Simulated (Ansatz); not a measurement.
# GeMo: the cost of one run

Program: Ansatz 0.2.0, Gaussian basis. Level of theory: def2-TZVPP, core rule «outside noble gas», up to 18 orbitals frozen. These are calculated values, not measurements.

To be run: UHF; CCSD(T) on ROHF; CCSD(T) on UHF; CCSDT(Q) on ROHF; CCSDT(Q) on UHF; CASSCF and MRCISD+Q, 10 electrons in 10 orbitals; CASSCF and NEVPT2, 10 electrons in 10 orbitals.

9 further runs of the same task are left out: 4 for a known fault of the program, 1 that didn't finish, 4 set aside as unsound or not needed.

## Step 1: The geometry

The geometry is a PBE0/def2-TZVP stationary point (not a proven minimum) of the parent state, kept for this charge and spin. No spin-orbit coupling is included. Elements past krypton take def2 core potentials. The filled d shell of Ge may be among the frozen orbitals whatever the setting's name suggests; the logs give the count.

2 atoms, charge 0, spin multiplicity 3.

Atoms are counted from 1 here; the program's logs count them from 0.

Bond lengths: Mo1–Ge2 2.250 Å.

## Step 2: UHF

The input, in.yaml:

```yaml
crystal:
  periodic: [false, false, false]
  atoms:
    - {symbol: Mo, position_ang: [0.000000, 0.000000, 0.000000]}
    - {symbol: Ge, position_ang: [0.000000, 0.000000, 2.249600]}
basis:
  gaussian: {orbitals: def2-TZVPP}
magnetization: {spin_polarized: true, initial_magnetization: 2}
hamiltonian: {xc: hf}
output: {orbitals: {seedname: orbitals}}
```

Run with:

```
$ ansatz run in.yaml --threads 1 --pin off --events-out ev --progress --plain --max-ram 4096MiB --backend cpu
```

What time and memory should one allow on 1 thread of AMD EPYC 7R13, shared host?

About 33 s, with a peak of 0.32 GiB.
